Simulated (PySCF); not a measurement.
# C3H5F3O: excited states, first hyperpolarisability

Aim: compute the excited states, first hyperpolarisability of C3H5F3O (`OCCC(F)(F)F`).

Programs: PySCF 2.14.0, with routines of our own; each step states its level. All values are computed. Atoms count from 0.

## 1. The starting structure

12 atoms, charge 0, multiplicity 1; geometry from: GFN2-xTB.

## 2. Relaxing the molecule at PBE0-D3(BJ)/def2-SVP

Job settings and geometry (Å):

```
{"job": {"xc": "PBE0", "basis": "def2-SVP", "d3": "d3bj", "grid": 2, "kind": "geom"}, "charge": 0, "multiplicity": 1}
O      2.143938    -0.767321     0.133072
C      1.027228    -0.033913    -0.282980
C     -0.221040    -0.359555     0.556055
C     -1.423774     0.416019     0.066284
F     -2.522268     0.149124     0.789319
F     -1.236926     1.744041     0.137383
F     -1.730136     0.144170    -1.209370
H      2.395814    -0.497284     1.023683
H      1.222667     1.046710    -0.243952
H      0.856045    -0.320941    -1.323406
H     -0.448954    -1.424803     0.487836
H     -0.061395    -0.096931     1.604769
```

Started as:

```sh
OMP_NUM_THREADS=1 python excited_run.py task.json out
```

One launch serves the whole session: the jobs run in the order shown.

What it wrote:

```text
step   0  E = -491.22570067  max force = 0.017105
step   1  E = -491.22451612  max force = 0.015993
step   2  E = -491.22633842  max force = 0.005077
step   3  E = -491.22662357  max force = 0.002891
step   4  E = -491.22665880  max force = 0.001089
step   5  E = -491.22666188  max force = 0.000273
optimisation converged
```

Run time: 35 s. Hardware: 1 thread of Arm Neoverse V1, shared host; peak memory 0.66 GiB.

The steps of the relaxation: (the energy doesn't fall at every step)

```
step  energy from step 0 (eV)  largest force component (eV/Å)
   0                   0.0000                          0.8796
   1                   0.0322                          0.8224
   2                  -0.0174                          0.2611
   3                  -0.0251                          0.1487
   4                  -0.0261                          0.0560
   5                  -0.0262                          0.0140
```

Distances of close pairs at the start and the end, largest changes first:

```
  bond  before (Å)  after (Å)  change (Å)
 C1–C2       1.539      1.525      -0.014
C2–H11       1.093      1.102      +0.009
 C2–C3       1.513      1.504      -0.009
C2–H10       1.091      1.100      +0.008
 C1–H8       1.099      1.107      +0.008
 C1–H9       1.093      1.101      +0.008
 C3–F4       1.342      1.336      -0.006
 C3–F5       1.343      1.340      -0.003
```

The next job starts from the end point, and lists it.

```
                         at the end point                value
  point group (found at 0.08 Å tolerance)                   C1
rotational constants (GHz, main isotopes)  5.062, 1.460, 1.443
                        dipole moment (D)                 1.99
```

## 3. Excited states: TDA CAM-B3LYP/def2-TZVPD

Job settings and geometry (Å):

```
{"job": {"kind": "states", "xc": "CAM-B3LYP", "basis": "def2-TZVPD", "tda": true, "soc": true, "nstates": 6, "ntriplets": 5, "nquad": 4}, "charge": 0, "multiplicity": 1}
O      1.795596     0.241514    -1.237059
C      0.490004     0.425758    -0.772180
C      0.214776    -0.378225     0.493601
C     -1.206128    -0.273705     0.974858
F     -1.404709    -0.990608     2.084568
F     -1.537788     0.994043     1.254890
F     -2.072453    -0.712803     0.054157
H      2.401540     0.656353    -0.614646
H      0.252067     1.491565    -0.592526
H     -0.184175     0.081328    -1.570979
H      0.436508    -1.440256     0.312860
H      0.861688    -0.040455     1.319076
```

With the program's defaults for keys left out, this is: TDA CAM-B3LYP/def2-TZVPD excited states, vertical, gas phase, spin-orbit mean-field couplings.

What it wrote:

```text
coarse grid: 10704 points
cycle   1  E = -491.9388584459  dE =  1.174e+00  |g| = 1.132e+00  |ddm| = 3.009e+00
cycle   2  E = -491.8150864538  dE =  1.238e-01  |g| = 1.509e+00  |ddm| = 2.072e+00
cycle   3  E = -492.1528385765  dE = -3.378e-01  |g| = 6.793e-02  |ddm| = 1.093e+00
cycle   4  E = -492.1535005243  dE = -6.619e-04  |g| = 3.529e-02  |ddm| = 8.452e-02
cycle   5  E = -492.1537289319  dE = -2.284e-04  |g| = 9.156e-03  |ddm| = 4.073e-02
cycle   6  E = -492.1537417245  dE = -1.279e-05  |g| = 2.951e-03  |ddm| = 1.072e-02
cycle   7  E = -492.1537431068  dE = -1.382e-06  |g| = 5.532e-04  |ddm| = 2.918e-03
final grid: 106504 points
cycle   8  E = -492.1572727438  dE = -7.436e-05  |g| = 5.200e-03  |ddm| = 1.536e-01
cycle   9  E = -492.1572721750  dE =  5.688e-07  |g| = 5.678e-03  |ddm| = 1.383e-02
cycle  10  E = -492.1572770227  dE = -4.848e-06  |g| = 4.603e-04  |ddm| = 4.643e-03
cycle  11  E = -492.1572770452  dE = -2.255e-08  |g| = 2.456e-04  |ddm| = 7.983e-04
cycle  12  E = -492.1572770573  dE = -1.207e-08  |g| = 2.573e-05  |ddm| = 3.637e-04
cycle  13  E = -492.1572770574  dE = -1.477e-10  |g| = 1.288e-05  |ddm| = 6.054e-05
converged SCF energy = -492.1572770574

Singlet excitations
state   eV       nm        f     d(h-e)  d(exc)  Lambda  PR(NTO)  |dmu|/D   mu/D   main configurations
  1   6.9902   177.4   0.00765   1.303   2.872   0.293   1.006    5.766    3.826   H->L 0.87
  2   8.4711   146.4   0.01286   1.299   3.542   0.230   1.096    4.961    6.776   H->L+2 0.48, H->L+1 0.26
  3   8.4995   145.9   0.00912   1.199   3.171   0.318   1.305    5.202    3.267   H-1->L 0.78, H->L+2 0.09
  4   8.5881   144.4   0.00780   1.423   3.723   0.240   1.204    5.076    5.326   H->L+1 0.44, H->L+2 0.26, H->L+4 0.12
  5   8.6990   142.5   0.05308   0.257   3.494   0.216   1.021                     H->L+3 0.80
  6   9.5913   129.3   0.01545   0.344   3.782   0.229   1.177                     H->L+5 0.21, H->L+8 0.21, H->L+4 0.21

Triplet excitations (Tamm-Dancoff)
state   eV     d(h-e)  d(exc)  Lambda  PR(NTO)   main configurations
  1   6.6808   1.214   2.718   0.290   1.010   H->L 0.81, H->L+1 0.08
  2   8.1756   1.202   2.957   0.320   1.255   H-1->L 0.74
  3   8.3231   1.164   3.536   0.244   1.199   H->L+1 0.47, H->L+4 0.13, H->L+2 0.12
  4   8.4087   0.565   3.457   0.230   1.069   H->L+2 0.68, H->L+1 0.11
  5   8.5546   0.731   3.377   0.218   1.047   H->L+3 0.81
S1 - T1 = 0.3094 eV

Spin-orbit couplings |<S|Hso|T>| (cm-1)
             T1       T2       T3       T4       T5
S0       26.833   13.978   14.784   12.085   10.848
S1        0.680   41.425   12.653    9.150    6.477
S2        7.587    0.211    1.622    3.034    3.525
S3       40.705    1.350    2.527    0.526    1.347
S4       10.675    1.076    3.771    2.388    4.242
S5        2.804    1.535    2.292    3.234    2.910
S6        4.950    4.295    7.398    3.031    3.824
T1 sublevels (cm-1): 0.000 0.004 0.049   radiative rates (1/s): 6.35 102 1.08e+03
```

It took 66 s on 1 thread of Arm Neoverse V1, shared host; peak memory 1.2 GiB.

From this job:

```
  quantity    value
S1 less T1  0.31 eV
```

## 4. Excited states: TDDFT CAM-B3LYP/def2-TZVPD

The job, as its differences from that of step 3:

```diff
@@ -1,2 +1,2 @@
-{"job": {"kind": "states", "xc": "CAM-B3LYP", "basis": "def2-TZVPD", "tda": true, "soc": true, "nstates": 6, "ntriplets": 5, "nquad": 4}, "charge": 0, "multiplicity": 1}
+{"job": {"kind": "states", "xc": "CAM-B3LYP", "basis": "def2-TZVPD", "tpa": true, "nstates": 8, "nquad": 6, "ntriplets": 0}, "charge": 0, "multiplicity": 1}
 O      1.795596     0.241514    -1.237059
```

With the program's defaults for keys left out, this is: TDDFT CAM-B3LYP/def2-TZVPD excited states, vertical, gas phase, two-photon moments by quadratic response.

What it wrote:

```text
coarse grid: 10704 points
cycle   1  E = -491.9388584459  dE =  1.174e+00  |g| = 1.132e+00  |ddm| = 3.009e+00
cycle   2  E = -491.8150864538  dE =  1.238e-01  |g| = 1.509e+00  |ddm| = 2.072e+00
cycle   3  E = -492.1528385765  dE = -3.378e-01  |g| = 6.793e-02  |ddm| = 1.093e+00
cycle   4  E = -492.1535005243  dE = -6.619e-04  |g| = 3.529e-02  |ddm| = 8.452e-02
cycle   5  E = -492.1537289319  dE = -2.284e-04  |g| = 9.156e-03  |ddm| = 4.073e-02
cycle   6  E = -492.1537417245  dE = -1.279e-05  |g| = 2.951e-03  |ddm| = 1.072e-02
cycle   7  E = -492.1537431068  dE = -1.382e-06  |g| = 5.532e-04  |ddm| = 2.918e-03
final grid: 106504 points
cycle   8  E = -492.1572727438  dE = -7.436e-05  |g| = 5.200e-03  |ddm| = 1.536e-01
cycle   9  E = -492.1572721750  dE =  5.688e-07  |g| = 5.678e-03  |ddm| = 1.383e-02
cycle  10  E = -492.1572770227  dE = -4.848e-06  |g| = 4.603e-04  |ddm| = 4.643e-03
cycle  11  E = -492.1572770452  dE = -2.255e-08  |g| = 2.456e-04  |ddm| = 7.983e-04
cycle  12  E = -492.1572770573  dE = -1.207e-08  |g| = 2.573e-05  |ddm| = 3.637e-04
cycle  13  E = -492.1572770574  dE = -1.477e-10  |g| = 1.288e-05  |ddm| = 6.054e-05
converged SCF energy = -492.1572770574

Singlet excitations
state   eV       nm        f     d(h-e)  d(exc)  Lambda  PR(NTO)  |dmu|/D   mu/D   delta(TPA)   sigma/GM   main configurations
  1   6.9753   177.7   0.00733   1.309   2.879   0.293   1.006    5.749    3.807       14.54      0.259   H->L 0.87
  2   8.4635   146.5   0.01244   1.184   3.536   0.236   1.190    4.434    6.249       28.42      0.746   H->L+2 0.43, H->L+1 0.27
  3   8.4914   146.0   0.00870   1.118   3.177   0.316   1.353    4.918    3.018       17.27      0.456   H-1->L 0.76, H->L+2 0.11
  4   8.5715   144.6   0.00727   1.432   3.725   0.238   1.145    5.077    5.349       57.77      1.555   H->L+1 0.44, H->L+2 0.29, H->L+4 0.13
  5   8.6898   142.7   0.04752   0.256   3.492   0.216   1.022    1.332    1.797        5.81      0.161   H->L+3 0.81
  6   9.5861   129.3   0.01403   0.317   3.766   0.229   1.187    0.545    1.772       40.71      1.370   H->L+8 0.21, H->L+5 0.21, H->L+4 0.20
  7   9.6559   128.4   0.01689   0.791   3.559   0.270   1.355                                            H-1->L+1 0.49, H-1->L+2 0.20
  8   9.7731   126.9   0.03687   0.754   3.608   0.278   1.168                                            H-1->L+2 0.58, H-1->L+1 0.17
```

Run time: 87 s. Hardware: 1 thread of Arm Neoverse V1, shared host; peak memory 1.2 GiB.

## 5. First hyperpolarisability: quadratic response CAM-B3LYP/def2-TZVPD

The job, as its differences from that of step 4:

```diff
@@ -1,2 +1,2 @@
-{"job": {"kind": "states", "xc": "CAM-B3LYP", "basis": "def2-TZVPD", "tpa": true, "nstates": 8, "nquad": 6, "ntriplets": 0}, "charge": 0, "multiplicity": 1}
+{"job": {"kind": "beta", "xc": "CAM-B3LYP", "basis": "def2-TZVPD"}, "charge": 0, "multiplicity": 1}
 O      1.795596     0.241514    -1.237059
```

Method: quadratic response CAM-B3LYP/def2-TZVPD first hyperpolarisability, Taylor convention, gas phase.

What it wrote:

```text
coarse grid: 10704 points
cycle   1  E = -491.9388584459  dE =  1.174e+00  |g| = 1.132e+00  |ddm| = 3.009e+00
cycle   2  E = -491.8150864538  dE =  1.238e-01  |g| = 1.509e+00  |ddm| = 2.072e+00
cycle   3  E = -492.1528385765  dE = -3.378e-01  |g| = 6.793e-02  |ddm| = 1.093e+00
cycle   4  E = -492.1535005243  dE = -6.619e-04  |g| = 3.529e-02  |ddm| = 8.452e-02
cycle   5  E = -492.1537289319  dE = -2.284e-04  |g| = 9.156e-03  |ddm| = 4.073e-02
cycle   6  E = -492.1537417245  dE = -1.279e-05  |g| = 2.951e-03  |ddm| = 1.072e-02
cycle   7  E = -492.1537431068  dE = -1.382e-06  |g| = 5.532e-04  |ddm| = 2.918e-03
final grid: 106504 points
cycle   8  E = -492.1572727438  dE = -7.436e-05  |g| = 5.200e-03  |ddm| = 1.536e-01
cycle   9  E = -492.1572721750  dE =  5.688e-07  |g| = 5.678e-03  |ddm| = 1.383e-02
cycle  10  E = -492.1572770227  dE = -4.848e-06  |g| = 4.603e-04  |ddm| = 4.643e-03
cycle  11  E = -492.1572770452  dE = -2.255e-08  |g| = 2.456e-04  |ddm| = 7.983e-04
cycle  12  E = -492.1572770573  dE = -1.207e-08  |g| = 2.573e-05  |ddm| = 3.637e-04
cycle  13  E = -492.1572770574  dE = -1.477e-10  |g| = 1.288e-05  |ddm| = 6.054e-05
converged SCF energy = -492.1572770574

Lowest singlets (eV, f): 6.9753 0.0073  8.4635 0.0124  8.4914 0.0087

First hyperpolarisability (au)
process     nm      |vector|   parallel      HRS      DR
static         -       39.57     -22.94      17.95   3.861
shg       1907.0       40.60     -23.52      18.36   3.898
eope      1907.0       39.90     -23.13          -       -
shg       1064.0       43.06      -24.9      19.34   3.988
eope      1064.0       40.67     -23.56          -       -
```

It took 60 s on 1 thread of Arm Neoverse V1, shared host; peak memory 1.1 GiB.

## 6. Outcome

| quantity | value |
| --- | --- |
| point group | C1 |
| rotational constants (main isotopes) | 5.06, 1.46, 1.44 GHz |
| S1 less T1 (step 3, TDA CAM-B3LYP/def2-TZVPD) | 0.31 eV |
| β vector (step 5, quadratic response CAM-B3LYP/def2-TZVPD) | static 40, SHG 1907.0 nm 41, SHG 1064.0 nm 43 au |

In words: Over 5 steps the energy fell by 0.026 eV; of the close pairs, C1–C2 changed most, 1.539 to 1.525 Å. In step 3, the number of triplets below S1 is 1, and the largest singlet-triplet spin-orbit coupling is S1–T2, 41.42 cm⁻¹. β grows from 40 au (static) to 43 au for doubling at 1064.0 nm: normal dispersion, which grows as twice the photon energy moves toward the bright states.
